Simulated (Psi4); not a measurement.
# CAM-B3LYP/def2-TZVPP (core potential) run of CsBr (SMILES [Br][Cs]), part 2 of 2

Psi4 1.11. The steps go on from the part before.

## 3. The distorted shape, same level

Input file calc.py:

```python
import psi4

psi4.set_memory(1600000000)
psi4.set_num_threads(1)
psi4.core.set_output_file('output.dat', False)

mol = psi4.geometry("""
0 1
Br     0.000000     0.000000    -2.457849
Cs     0.000000     0.000000     3.072251
symmetry c1
no_reorient
no_com
""")

psi4.set_options({
    'puream': True,
    'e_convergence': 1e-09,
    'd_convergence': 1e-08,
    'scf_type': 'pk',
    'dft_radial_points': 99,
    'dft_spherical_points': 590,
})

E, wfn = psi4.energy('cam-b3lyp/def2-TZVPP', return_wfn=True)
psi4.oeprop(wfn, 'DIPOLE', 'MULLIKEN_CHARGES', 'WIBERG_LOWDIN_INDICES')
print(f'total energy {E:.8f} hartree = {E * 27.211386:.5f} eV')
```

Launch:

```
python calc.py
```

output.dat:

```text
=> Loading Basis Set <=

    Name: DEF2-TZVPP
    Role: ORBITAL
    Keyword: BASIS

    !!!  WARNING: ECP capability is in beta. Please check occupations closely.  !!!

         ---------------------------------------------------------
                                   SCF
                              RKS Reference
                        1 Threads,   1525 MiB Core
         ---------------------------------------------------------

  ==> Geometry <==

    Molecular point group: c1
    Full point group: C_inf_v

    Geometry (in Angstrom), charge = 0, multiplicity = 1:

       Center              X                  Y                   Z               Mass
    ------------   -----------------  -----------------  -----------------  -----------------
         BR           0.000000000000     0.000000000000    -2.457849000000    78.918337600000
         CS           0.000000000000     0.000000000000     3.072251000000   132.905451961000

  Running in c1 symmetry.

  Rotational constants: A = ************  B =      0.00974  C =      0.00974 [cm^-1]
  Rotational constants: A = ************  B =    291.92317  C =    291.92317 [MHz]
  Nuclear repulsion =   30.142460599455710

  Charge       = 0
  Multiplicity = 1
  Electrons    = 44
  Nalpha       = 22
  Nbeta        = 22

  ==> Algorithm <==

  SCF Algorithm Type is PK.
  DIIS enabled.
  MOM disabled.
  Fractional occupation disabled.
  Guess Type is SAD.
  Energy threshold   = 1.00e-09
  Density threshold  = 1.00e-08
  Integral threshold = 1.00e-12

  ==> Primary Basis <==

  Basis Set: DEF2-TZVPP
    Blend: DEF2-TZVPP
    Number of shells: 28
    Number of basis functions: 84
    Number of Cartesian functions: 97
    Spherical Harmonics?: true
    Max angular momentum: 3

  Core potential: DEF2-TZVPP
    Number of shells: 4
    Number of ECP primitives: 10
    Number of ECP core electrons: 46
    Max angular momentum: 3

  ==> DFT Potential <==

   => LibXC <=

    Version 7.1.2

   => Composite Functional: CAM-B3LYP <=

    CAM-B3LYP Hyb-GGA Exchange-Correlation Functional

    Deriv               =              1
    GGA                 =           TRUE
    Meta                =          FALSE

    Exchange Hybrid     =           TRUE
    MP2 Hybrid          =          FALSE

   => Exchange Functionals <=

    0.3500         Becke 88 [omega = 0.3300]
    0.4600   Short-range recipe for B88 functional - erf [omega = 0.3300]

   => Exact (HF) Exchange <=

    0.4600            HF,LR [omega = 0.3300]
    0.1900               HF

   => Correlation Functionals <=

    0.1900   Vosko, Wilk & Nusair (VWN5)
    0.8100   Lee, Yang & Parr

   => LibXC Density Thresholds  <==

    XC_HYB_GGA_XC_CAM_B3LYP:  1.00E-14

   => Molecular Quadrature <=

    Radial Scheme          =       TREUTLER
    Pruning Scheme         =           NONE
    Nuclear Scheme         =       TREUTLER

    Blocking Scheme        =         OCTREE
    BS radius alpha        =              1
    Pruning alpha          =              1
    Radial Points          =             99
    Spherical Points       =            590
    Total Points           =         111709
    Total Blocks           =           1101
    Max Points             =            256
    Max Functions          =             83
    Weights Tolerance      =       1.00E-15

  ==> Integral Setup <==

  Using in-core PK algorithm.
   Calculation information:
      Number of atoms:                   2
      Number of AO shells:              28
      Number of primitives:             56
      Number of atomic orbitals:        97
      Number of basis functions:        84

      Integral cutoff                 1.00e-12
      Number of threads:                 1

  Performing in-core PK
  Using 19122705 doubles for integral storage.
  We computed 66852 shell quartets total.
  Whereas there are 82621 unique shell quartets.

  Computing range-separated integrals for PK
  We computed 66852 wK shell quartets total.
  Whereas there are 82621 wK unique shell quartets.

  ==> DiskJK: Disk-Based J/K Matrices <==

    J tasked:                  Yes
    K tasked:                  Yes
    wK tasked:                 Yes
    Omega:               3.300E-01
    Memory [MiB]:              971
    Schwarz Cutoff:          1E-12

  Cached 100.0% of DFT collocation blocks in 0.169 [GiB].

  Minimum eigenvalue in the overlap matrix is 2.4519879297E-02.
  Reciprocal condition number of the overlap matrix is 7.9497675555E-03.
    Using symmetric orthogonalization.

  ==> Pre-Iterations <==

  SCF Guess: Superposition of Atomic Densities via on-the-fly atomic UHF (no occupation information).

   -------------------------
    Irrep   Nso     Nmo
   -------------------------
     A         84      84
   -------------------------
    Total      84      84
   -------------------------

  ==> Iterations <==

                        Total Energy        Delta E     RMS |[F,P]|

   @RKS iter SAD: -2592.22832691447411   -2.59223e+03   0.00000e+00
   @RKS iter   1: -2593.97973218213474   -1.75141e+00   1.88023e-02 DIIS/ADIIS
   @RKS iter   2: -2587.53072905442195    6.44900e+00   2.43387e-02 DIIS/ADIIS
   @RKS iter   3: -2594.24950839192479   -6.71878e+00   5.45386e-03 DIIS/ADIIS
   @RKS iter   4: -2594.40370816313407   -1.54200e-01   1.80142e-03 DIIS/ADIIS
   @RKS iter   5: -2594.42919312415825   -2.54850e-02   3.05512e-04 DIIS/ADIIS
   @RKS iter   6: -2594.42980804905756   -6.14925e-04   1.21183e-04 DIIS/ADIIS
   @RKS iter   7: -2594.42998470677639   -1.76658e-04   4.27067e-05 DIIS
   @RKS iter   8: -2594.43001344503364   -2.87383e-05   8.52110e-06 DIIS
   @RKS iter   9: -2594.43001539744591   -1.95241e-06   2.70255e-06 DIIS
   @RKS iter  10: -2594.43001578656731   -3.89121e-07   1.03416e-06 DIIS
   @RKS iter  11: -2594.43001580881355   -2.22462e-08   8.81142e-08 DIIS
   @RKS iter  12: -2594.43001580910641   -2.92857e-10   6.17638e-08 DIIS
   @RKS iter  13: -2594.43001580914051   -3.41061e-11   3.09821e-09 DIIS
  Energy and wave function converged.

  ==> Post-Iterations <==

   Electrons on quadrature grid:
      Ntotal   =   44.0000001951 ; deviation = 1.951e-07

    Orbital Energies [Eh]
    ---------------------

    Doubly Occupied:

       1A   -482.716191     2A    -62.359277     3A    -56.175092
       4A    -56.174680     5A    -56.174680     6A     -8.561284
       7A     -6.386026     8A     -6.384776     9A     -6.384776
      10A     -2.503494    11A     -2.503166    12A     -2.503166
      13A     -2.502181    14A     -2.502178    15A     -1.233845
      16A     -0.689233    17A     -0.689233    18A     -0.686646
      19A     -0.637044    20A     -0.183423    21A     -0.180972
      22A     -0.180972

    Virtual:

      23A     -0.075055    24A     -0.024687    25A     -0.024687
      26A     -0.022174    27A     -0.009501    28A     -0.009499
      29A      0.006569    30A      0.006569    31A      0.010345
      32A      0.029521    33A      0.040284    34A      0.040293
      35A      0.048669    36A      0.048669    37A      0.066289
      38A      0.238038    39A      0.238038    40A      0.249862
      41A      0.320314    42A      0.320314    43A      0.321702
      44A      0.325203    45A      0.325203    46A      0.436094
      47A      0.437666    48A      0.437666    49A      0.479037
      50A      0.521259    51A      0.521259    52A      0.522739
      53A      0.522743    54A      0.535364    55A      0.764544
      56A      0.958237    57A      0.958237    58A      0.959300
      59A      0.959301    60A      0.960017    61A      0.960017
      62A      0.960284    63A      1.573127    64A      1.573127
      65A      1.574270    66A      1.574302    67A      1.577426
      68A      1.781896    69A      1.782166    70A      1.782166
      71A      1.783177    72A      1.783204    73A      1.784891
      74A      1.784891    75A      1.820917    76A      1.820917
      77A      1.831022    78A      4.228769    79A      4.228769
      80A      4.229598    81A      4.229644    82A      4.232447
      83A      7.233745    84A     19.432794

    Final Occupation by Irrep:
              A
    DOCC [    22 ]
    NA   [    22 ]
    NB   [    22 ]

  @RKS Final Energy: -2594.43001580914051

   => Energetics <=

    Nuclear Repulsion Energy =             30.1424605994557098
    One-Electron Energy =               -3681.8961445047157213
    Two-Electron Energy =                1130.8595572344102038
    DFT Exchange-Correlation Energy =     -73.5358891382907842
    Empirical Dispersion Energy =           0.0000000000000000
    VV10 Nonlocal Energy =                  0.0000000000000000
    Total Energy =                      -2594.4300158091405137

Computation Completed

Properties will be evaluated at   0.000000,   0.000000,   0.000000 [a0]

Properties computed using the SCF density matrix

 Multipole Moments:

 ------------------------------------------------------------------------------------
     Multipole            Electronic (a.u.)      Nuclear  (a.u.)        Total (a.u.)
 ------------------------------------------------------------------------------------

 L = 1.  Multiply by 2.5417464519 to convert [e a0] to [Debye]
 Dipole X            :          0.0000000            0.0000000            0.0000000
 Dipole Y            :         -0.0000000            0.0000000           -0.0000000
 Dipole Z            :        119.8685985         -110.3117346            9.5568639
 Magnitude           :                                                    9.5568639

 ------------------------------------------------------------------------------------

	total time  =         15 seconds =       0.25 minutes

Properties will be evaluated at   0.000000,   0.000000,   0.000000 [a0]
OEProp: No title given, name of density matrix used for the following properties is 'SCF density'

 Multipole Moments:

 ------------------------------------------------------------------------------------
     Multipole            Electronic (a.u.)      Nuclear  (a.u.)        Total (a.u.)
 ------------------------------------------------------------------------------------

 L = 1.  Multiply by 2.5417464519 to convert [e a0] to [Debye]
 Dipole X            :          0.0000000            0.0000000            0.0000000
 Dipole Y            :         -0.0000000            0.0000000           -0.0000000
 Dipole Z            :        119.8685985         -110.3117346            9.5568639
 Magnitude           :                                                    9.5568639

 ------------------------------------------------------------------------------------
  Mulliken Charges: (a.u.)
   Center  Symbol    Alpha    Beta     Spin     Total
       1    BR    17.93602 17.93602  0.00000 -0.87203
       2    CS     4.06398  4.06398  0.00000  0.87203

   Total alpha = 22.00000, Total beta = 22.00000, Total charge =  0.00000

  Wiberg Bond Indices using Orthogonal Lowdin Orbitals:

  Irrep: 1 Size: 2 x 2

                 1                   2

    1     0.00000000000000     0.33842426210407
    2     0.33842426210407     0.00000000000000

  Atomic Valences:

 #  #
 Irrep: 1
      1:    0.338424262104071
      2:    0.338424262104071
```

Standard output:

```text
total energy -2594.43001581 hartree = -70598.03661 eV
```

It took 19 s on 1 thread of Intel Xeon at 2.50GHz (Skylake/Cascade Lake), shared host; peak memory 0.57 GiB.

## 4. Results

This closing draws on all 2 parts.

Level: CAM-B3LYP/def2-TZVPP (core potential).

| quantity | value |
| --- | --- |
| first shape: total energy | -2594.49665 Eh |
| first shape: dipole moment | 10.93 D |
| first shape: HOMO energy | -7.01 eV |
| first shape: LUMO energy | -0.81 eV |
| first shape: HOMO–LUMO gap | 6.20 eV |
| distorted shape: total energy | -2594.43002 Eh |
| distorted shape: dipole moment | 24.29 D |
| distorted shape: HOMO energy | -4.92 eV |
| distorted shape: LUMO energy | -2.04 eV |
| distorted shape: HOMO–LUMO gap | 2.88 eV |
| energy change with the Br1–Cs2 bond stretched from 3.072 to 5.530 Å | 1.813 eV |

**Reading.** With the Br1–Cs2 bond stretched from 3.072 to 5.530 Å the energy rises by 1.81 eV (175 kJ/mol). The first shape isn't relaxed at this level, so the change isn't measured from a minimum.
